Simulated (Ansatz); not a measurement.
Write a Python script for Ansatz 0.2.0 through its Python package that makes a geometry optimisation of C2H4AlBO, SMILES BC#C[O][AlH2]. Level of theory: B3LYP, def2-SVP basis, multiplicity 1, D3BJ dispersion.

```xyz
9

B    -2.0484    1.4577    0.6598
C    -0.8548    0.9039   -0.0190
C     0.0956    0.4389   -0.5550
O     1.3121   -0.0830   -1.1378
Al    1.9951   -1.6613   -0.4872
H    -2.6065    0.9577    1.5527
H    -2.4815    2.5548    0.3010
H     3.3292   -2.2555   -1.1719
H     1.3477   -2.3595    0.8403
```

`opt_c2h4albo.py`:
```python
"""Minimum-energy structure of C2H4AlBO."""

import itertools

import ansatz as az
from ase.data import atomic_numbers, covalent_radii
import numpy as np
import pandas as pd

BASIS_SET = "def2-SVP"
XC = "b3lyp"
VDW = "d3bj"

molecule = (
    az.Crystal.molecule()
    .atom("B", [-2.0484, 1.4577, 0.6598])
    .atom("C", [-0.8548, 0.9039, -0.019])
    .atom("C", [0.0956, 0.4389, -0.555])
    .atom("O", [1.3121, -0.083, -1.1378])
    .atom("Al", [1.9951, -1.6613, -0.4872])
    .atom("H", [-2.6065, 0.9577, 1.5527])
    .atom("H", [-2.4815, 2.5548, 0.301])
    .atom("H", [3.3292, -2.2555, -1.1719])
    .atom("H", [1.3477, -2.3595, 0.8403])
)

model = molecule.calculation().basis(gaussian=BASIS_SET).functional(XC, dispersion=VDW)
symbols = [site.symbol for site in molecule.cartesian_sites]
start = np.array([site.position_ang for site in molecule.cartesian_sites], dtype=float)
rep = model.relax(force_tolerance=0.02).run().report
end = np.array(rep["positions_ang"])

print(f"E = {rep['free_energy_ev']:.6f} eV = {rep['free_energy_ev'] / 27.211386246:.7f} Ha")
print("converged:", rep["converged"], " doubts:", rep["published_state_doubts"] or "none")

# pairs closer than 1.2 times the sum of covalent radii, before or after
radius = [covalent_radii[atomic_numbers[s]] for s in symbols]
span = lambda where, i, j: np.linalg.norm(where[i] - where[j])
bonded = [(i, j) for i, j in itertools.combinations(range(len(symbols)), 2) if min(span(start, i, j), span(end, i, j)) < 1.2 * (radius[i] + radius[j])]
print("pair        before    after (A)")
for i, j in bonded:
    print(f"{symbols[i]}{i}-{symbols[j]}{j}".ljust(10), f"{span(start, i, j):8.4f} {span(end, i, j):8.4f}")
for first, second in list(itertools.combinations(bonded, 2)):
    shared = set(first) & set(second)
    if shared and symbols[(j := shared.pop())] != "H":
        i, k = sorted((set(first) | set(second)) - {j})
        u, v = end[i] - end[j], end[k] - end[j]
        angle = np.degrees(np.arccos(np.clip(u @ v / np.linalg.norm(u) / np.linalg.norm(v), -1, 1)))
        print(f"final angle {symbols[i]}{i}-{symbols[j]}{j}-{symbols[k]}{k}: {angle:.2f} deg")

charges = rep["charge_distribution"]
table = pd.DataFrame({"atom": symbols, "mulliken": charges["mulliken_charges_e"], "lowdin": charges["lowdin_charges_e"]})
print(table.round(3).to_string())
print("dipole (e A):", np.round(charges["dipole_moment_e_ang"], 4) + 0.0)
with open("c2h4albo_opt.xyz", "w") as handle:
    handle.write(f"{len(symbols)}\nrelaxed C2H4AlBO\n")
    handle.writelines(f"{s:2s} {x:11.6f} {y:11.6f} {z:11.6f}\n" for s, (x, y, z) in zip(symbols, end))
```

```console
$ python opt_c2h4albo.py
E = -11453.239011 eV = -420.8987704 Ha
converged: True  doubts: none
pair        before    after (A)
B0-C1        1.4806   1.4940
B0-H5        1.1657   1.2090
B0-H6        1.2329   1.2086
C1-C2        1.1861   1.2285
C2-O3        1.4463   1.2789
O3-Al4       1.8387   1.7520
Al4-H7       1.6130   1.5671
Al4-H8       1.6337   1.5706
final angle C1-B0-H5: 120.67 deg
final angle C1-B0-H6: 120.62 deg
final angle B0-C1-C2: 179.84 deg
final angle H5-B0-H6: 118.70 deg
final angle C1-C2-O3: 178.55 deg
final angle C2-O3-Al4: 137.39 deg
final angle O3-Al4-H7: 112.63 deg
final angle O3-Al4-H8: 117.75 deg
final angle H7-Al4-H8: 129.61 deg
  atom  mulliken  lowdin
0    B    -0.061  -0.061
1    C    -0.226  -0.097
2    C     0.309  -0.105
3    O    -0.389   0.145
4   Al     0.759   0.394
5    H    -0.040  -0.026
6    H    -0.038  -0.024
7    H    -0.159  -0.113
8    H    -0.156  -0.113
dipole (e A): [ 0.6166 -0.5822 -0.0767]
```

It writes `c2h4albo_opt.xyz`:
```text
9
relaxed C2H4AlBO
B    -2.087501    1.596281    0.591464
C    -0.882769    0.880964    0.072708
C     0.107121    0.290160   -0.351785
O     1.141212   -0.301899   -0.816256
Al    2.077469   -1.737360   -0.452387
H    -2.725669    1.141913    1.512355
H    -2.442978    2.641015    0.098548
H     3.275825   -1.942488   -1.441149
H     1.625792   -2.614887    0.769401
```

Notes:
- Total energies depend on the basis set; only differences at equal settings carry meaning.
- The end point is the stationary point reached from this start; no frequency run checks that it is a minimum, and the basis set is modest.
- The Löwdin charges here are taken after orthogonalising the functions within each atom; they differ from plain Löwdin charges, and their signs can be unphysical.
- b3lyp holds the VWN-RPA fit, as in Gaussian; the form of ORCA and Turbomole is b3lyp5.
- Run time: 49 s on 1 thread of Arm Neoverse V1, with other jobs on the host, peak memory 0.3 GiB.

(Lines on the test bed's own set-up are left out of the output.)
